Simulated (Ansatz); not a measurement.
# ScSi2: the cost of one run

Method: DFT PBE, with the methods named in each step, in Ansatz 0.2.0.

## 1. The system as given

It takes space group P6/mmm (No. 191, hexagonal). The conventional cell has a = 3.660 Å, b = 3.660 Å, c = 3.870 Å, α = 90.00°, β = 90.00°, γ = 120.00°. Around Sc (site symmetry 6/mmm) lie 12 Si at 2.87 Å. Around Si (site symmetry -6m2) lie 3 Si at 2.11 Å and 6 Sc at 2.87 Å.

Coordinates:

```
CELL_PARAMETERS angstrom
3.66000 0.00000 0.00000
-1.83000 3.16965 0.00000
0.00000 0.00000 3.87000
ATOMIC_POSITIONS crystal
Sc 0.00000 0.00000 0.00000
Si 0.33333 0.66667 0.50000
Si 0.66667 0.33333 0.50000
```

Atoms are numbered in the order of the input: Sc1, Si2, Si3.

## 2. The bond as given, LAPW

Input file input.yaml:

```yaml
crystal:
  lattice:
    - [3.66, 0.0, 0.0]
    - [-1.83, 3.1696529779, 0.0]
    - [0.0, 0.0, 3.87]
  atoms:
    - { symbol: Sc, position: [0.0, 0.0, 0.0] }
    - { symbol: Si, position: [0.3333333333, 0.6666666667, 0.5] }
    - { symbol: Si, position: [0.6666666667, 0.3333333333, 0.5] }
kpoints:
  mp_grid: { grid: [10, 10, 8] }
scf:
  occupations: { method: fermi_dirac, width: 0.05 }
hamiltonian:
  xc: pbe
  pseudopotentials: { kind: all_electron, lapw: { basis_error: 0.001 } }
output:
  forces: true
  stress: true
  eigenvalues: true
  populations: true
```

Run with:

```sh
$ ansatz run input.yaml --threads 1 --pin off --max-ram 3072MiB --backend cpu --events-out ev --progress --plain --runs-dir out
```

Q: Estimate wall time and peak memory on 1 thread of Arm Neoverse V2, shared host.

About 20 s, with a peak of 0.4 GiB.
